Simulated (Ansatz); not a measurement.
# GaHOF (doublet): from Hartree-Fock to the top rungs at a displaced geometry (v1), cc-pVDZ

How much of the correlation energy of GaHOF (doublet) does each wave-function method recover here?

Computed with Ansatz 0.2.0, Gaussian basis. Level: cc-pVDZ, core rule «outside noble gas», up to 16 orbitals frozen.

Plan: UHF; CCSD(T) on ROHF; CCSD(T) on UHF; BCCD(T) on ROHF; CISD; CCSDT(Q) on ROHF; CCSDT(Q) on UHF.

23 further runs of the same task are left out: 5 for a known fault of the program, 5 that didn't finish, 13 set aside as unsound or not needed.

### Step 1. What is computed

The geometry is a PBE0/def2-TZVP stationary point (not a proven minimum) with its atoms shifted at random (size 0.040 Å). No spin-orbit coupling is included. The filled d shell of Ga may be among the frozen orbitals whatever the setting's name suggests; the logs give the count.

4 atoms, charge 0, spin multiplicity 2.

Atoms are counted from 1 here; the program's logs count them from 0.

Bond lengths: F1–Ga2 1.761 Å, Ga2–O3 1.801 Å, O3–H4 0.908 Å. Angles: F1–Ga2–O3 117.7°, Ga2–O3–H4 118.0°.

Coordinates:

```xyz
4

F    -0.00605   -0.60958    1.48820
Ga   -0.00688    0.30892   -0.01379
O     0.04108   -0.61288   -1.55995
H    -0.06170   -0.15073   -2.33518
```

### Step 2. UHF

Input file in.yaml:

```yaml
crystal:
  periodic: [false, false, false]
  atoms:
    - {symbol: F, position_ang: [-0.006052, -0.609578, 1.488196]}
    - {symbol: Ga, position_ang: [-0.006885, 0.308917, -0.013788]}
    - {symbol: O, position_ang: [0.041079, -0.612880, -1.559950]}
    - {symbol: H, position_ang: [-0.061698, -0.150729, -2.335179]}
basis:
  gaussian: {orbitals: cc-pVDZ}
magnetization: {spin_polarized: true, initial_magnetization: 1}
hamiltonian: {xc: hf}
output: {orbitals: {seedname: orbitals}}
```

The run is started by

```console
> ansatz run in.yaml --threads 1 --pin off --events-out ev --progress --plain --max-ram 2393MiB
```

After this run come: CCSD(T) on ROHF; CCSD(T) on UHF; BCCD(T) on ROHF; CISD; CCSDT(Q) on ROHF; CCSDT(Q) on UHF.

**Question.** What will the summary of the whole plan be? Wanted: UCCSDT(Q) below the RHF energy; RMP2 from UCCSDT(Q); UMP2 from UCCSDT(Q); RCCSD from UCCSDT(Q); RCCSD(T) from UCCSDT(Q); UCCSD(T) from UCCSDT(Q); RCCSDT(Q) from UCCSDT(Q); T1 diagnostic.

As calculated:

| quantity | value |
| --- | --- |
| UCCSDT(Q) below the RHF energy | -12.1503 eV |
| RMP2 from UCCSDT(Q) | +11.54 kcal/mol |
| UMP2 from UCCSDT(Q) | +11.31 kcal/mol |
| RCCSD from UCCSDT(Q) | +7.11 kcal/mol |
| RCCSD(T) from UCCSDT(Q) | +1.43 kcal/mol |
| UCCSD(T) from UCCSDT(Q) | +1.29 kcal/mol |
| RCCSDT(Q) from UCCSDT(Q) | +0.28 kcal/mol |
| levels within 1 kcal/mol (43 meV) | RCCSDT, UCCSDT, RCCSDT(Q) |
| T1 diagnostic | 0.024 |

What this shows: RCCSD(T) lands +1.43 kcal/mol from the yardstick (0.5 % of the correlation energy). These misses are within one basis, not against nature; the frozen cores of restricted and unrestricted runs differ, which can shift their rows.
